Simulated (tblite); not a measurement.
# C6H9FSSi: the cost of one run

Programs: tblite 0.8.0 and PySCF 2.14.0, with density-fitted response routines of our own. Each step states its level of theory. These are calculated values for one molecule in the gas phase, unless marked as measured. Atoms count from 0, in the outputs and in this text.

### 1 The molecule as given

18 atoms, charge 0, multiplicity 1; geometry from: force field or distance geometry start.

Bonds of the start (Å): C0–C1 1.47, C1–C2 1.23, C2–C3 1.46, C3–F4 1.37, C3–C5 1.51, C5–S6 1.83, S6–C7 1.84, C7–Si8 1.88, Si8–C3 1.88, C0–H9 1.13, C0–H10 1.09, C0–H11 1.11, C5–H12 1.09, C5–H13 1.10, C7–H14 1.10, C7–H15 1.10, Si8–H16 1.48, Si8–H17 1.47.

### 2 Optimising the geometry with GFN2-xTB

What the job is given:

```
{"job": {"kind": "relax", "xc": "GFN2-xTB", "basis": "xTB"}, "charge": 0, "multiplicity": 1}
C     -3.105200    -0.858000     0.278900
C     -1.835400    -0.138500     0.108500
C     -0.770200     0.460700    -0.015200
C      0.467300     1.215700    -0.206700
F      0.441600     2.435300     0.413600
C      0.722200     1.279000    -1.696500
S      0.701400    -0.495700    -2.143800
C      1.662800    -1.320000    -0.808900
Si     1.906800     0.142600     0.345300
H     -3.971600    -0.207700    -0.027300
H     -3.231000    -1.075700     1.337400
H     -3.136200    -1.735300    -0.394300
H      1.670100     1.748400    -1.945600
H     -0.164400     1.748000    -2.148800
H      1.026500    -2.033000    -0.272800
H      2.614300    -1.730200    -1.165900
H      3.179200     0.837100     0.050500
H      1.813000    -0.266300     1.750400
```

Run with:

```console
$ OMP_NUM_THREADS=1 python probes_run.py task.json out
```

One launch serves the whole session: the jobs run in the order shown.

Q: Estimate the wall time and peak memory of this first job on 1 thread of Arm Neoverse N1, shared host.

About 2 s, with a peak of 0.18 GiB.
